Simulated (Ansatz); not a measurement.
# AlGeH₅O (SMILES [OH][GeH2][AlH2]): functionals against CCSD(T) at one geometry

The task here is to estimate one member of a computed series from the others.

Program: Ansatz 0.2.0, Gaussian basis. Level of theory: single points in def2-TZVPP. These are calculated values, not measurements.

Correlated methods freeze the cores. Filled d shells of the heavier atoms are correlated.

### Starting geometry

SMILES `[OH][GeH2][AlH2]`, 8 atoms, charge 0, spin multiplicity 1.

Atoms are counted from 1 here; the program's logs count them from 0.

Bond lengths: O1–Ge2 1.762 Å, O1–H4 0.868 Å, Ge2–Al3 2.403 Å, Ge2–H5 1.535 Å, Ge2–H6 1.574 Å, Al3–H7 1.709 Å, Al3–H8 1.498 Å. Angles: Ge2–O1–H4 124.8°, O1–Ge2–Al3 115.8°, O1–Ge2–H5 105.3°, O1–Ge2–H6 98.3°, Al3–Ge2–H5 111.9°, Al3–Ge2–H6 126.6°, H5–Ge2–H6 95.6°, Ge2–Al3–H7 113.6°, Ge2–Al3–H8 132.5°, H7–Al3–H8 113.8°.

Geometry (Å):

```xyz
8
charge 0, multiplicity 1
O    -1.77990    0.72110   -0.67280
Ge   -0.14160    0.81110   -0.03030
Al    0.85790   -1.28610    0.58200
H    -2.06480    0.11030   -1.21920
H     0.67590    1.54340   -1.10370
H    -0.33260    2.06620    0.90080
H     2.56250   -1.29530    0.45450
H     0.27930   -2.58270    1.05830
```

Set-up of the first run:

Contents of run/in.yaml:

```yaml
crystal:
  periodic: [false, false, false]
  atoms:
    - {symbol: O, position_ang: [-1.779900, 0.721100, -0.672800]}
    - {symbol: Ge, position_ang: [-0.141600, 0.811100, -0.030300]}
    - {symbol: Al, position_ang: [0.857900, -1.286100, 0.582000]}
    - {symbol: H, position_ang: [-2.064800, 0.110300, -1.219200]}
    - {symbol: H, position_ang: [0.675900, 1.543400, -1.103700]}
    - {symbol: H, position_ang: [-0.332600, 2.066200, 0.900800]}
    - {symbol: H, position_ang: [2.562500, -1.295300, 0.454500]}
    - {symbol: H, position_ang: [0.279300, -2.582700, 1.058300]}
basis:
  gaussian: {orbitals: def2-TZVPP}
correlation: {method: ccsd_t}
output: {forces: true}
```

No record of the launch command was kept for these runs.

Among the steps run: CCSD(T)/def2-TZVPP; PBE0-D4/def2-TZVPP; wB97M-V/def2-TZVPP; r2SCAN-D4/def2-TZVPP; PBE-D4/def2-TZVPP; wB97X-V/def2-TZVPP; SPW92/def2-TZVPP.

One table of the session follows, with a row left open; its other results are not shown here.

```
   method  RMS force component (eV/Å)  angle to CCSD(T) forces (°)  dipole (D)
  CCSD(T)                       1.968                    reference        1.75
  PBE0-D4                           ?                            ?           ?
  wB97M-V                       1.948                          1.5        1.80
r2SCAN-D4                       1.964                          2.0        1.66
   PBE-D4                       2.056                          5.6        1.58
  wB97X-V                       1.978                          1.0        1.79
    SPW92                       2.137                          6.8        1.56
```

Estimate the missing values for PBE0-D4.

As computed: RMS force component (eV/Å): 1.946; angle to CCSD(T) forces (°): 1.6; dipole (D): 1.69. In the column «RMS force component (eV/Å)» it is the lowest.
